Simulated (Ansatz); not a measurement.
AgRh:

```
CELL_PARAMETERS angstrom
2.77759 0.00000 0.00000
-1.38879 2.40546 0.00000
0.00000 0.00000 4.80860
ATOMIC_POSITIONS crystal
Ag 0.00000 0.00000 0.50000
Rh 0.66667 0.33333 0.00000
```

The cell comes from a database or a generator and needn't be the stable form of this composition.

Base run:

```yaml
Program: Ansatz 0.2.0
Functional: PBE
Potentials_or_basis: Ansatz PAW soft_1
Cutoff: 420 eV
Density_cutoff: 1680 eV
k_mesh: 11 × 11 × 6
Occupations: fermi-dirac, width 0.05 eV
Spin: no spin polarisation
```

Its results: band gap on the k mesh none (metal or under the smearing width); pressure -2.3 GPa.

**Question.** The run is repeated on the same cell with these changes: functional from PBE to PBEsol; potentials or basis from Ansatz PAW soft_1 to JTH PAW; cutoff from 420 eV to 2100 eV; density cutoff from 1680 eV to 8400 eV; valence electrons from 36 to 28. What comes out?

**Answer.** Band gap on the k mesh none (metal or under the smearing width); pressure -10.6 GPa.

Not every run made on this cell is shown here.
